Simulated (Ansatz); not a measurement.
Runs of Ansatz 0.2.0 on SiO. It takes space group F-43m (No. 216, cubic). Conventional cell: a = 4.867 Å, b = 4.867 Å, c = 4.867 Å, α = 90.00°, β = 90.00°, γ = 90.00°. Si (site symmetry -43m) is surrounded by 4 O at 2.11 Å. Around O (site symmetry -43m) lie 4 Si at 2.11 Å. The cell was built by a generator and needn't be a form met in nature.

```tsv
task	level	cutoff (eV)	screening (1/Å)	share of exact exchange	points for each segment of the path	gap on the mesh (eV)	pressure (GPa)
single point	HSE06 form with a typed share of exact exchange	420	0.4	0.25	-	-	-1.4
single point	PBEsol0	420	-	-	-	0.85	-3.4
single point	HSE06 form with a typed share of exact exchange	420	0.1	0.25	-	0.50	-1.2
single point	B3LYP	420	-	-	-	(c)	5.8
single point	HSE06 form with a typed share of exact exchange	420	0.3	0.25	-	-	-1.3
single point	PBE0	420	-	-	-	0.87	-0.8
band structure	HSE06	420	-	-	4	-	-1.2
single point	HSE06 form with a typed share of exact exchange	420	0.6	0.25	-	-	-1.3
single point	HSE06 form with a typed share of exact exchange	420	0.15	0.25	-	0.38	-1.2
single point	HSE06 form with a typed share of exact exchange	420	0.2	0.25	-	0.29	-1.2
band structure	HSE03	420	-	-	4	-	-1.3
single point	r2SCANh	500	-	-	-	(a)	(b)
```

Alike in all rows: potentials or basis Ansatz PAW; no spin polarisation; cell as given; k mesh 5 × 5 × 5; smearing fermi-dirac 0.05 eV; the mesh is coarse, so values aren't converged.

Question: Estimate the missing entries.

Answer: (a) 0.43; (b) -1.1; (c) 0.73.

Caveats: all runs use coarse meshes; the PAW data sets come from PBE, with cores solved anew for the run's functional, which leaves a small shift of forces and pressure; the thresholds are loose for stress; odd divisions of the mesh miss points on the zone boundary, where band edges often lie, so the gap on the mesh can be too wide (some runs).

A k mesh can miss the band edges.
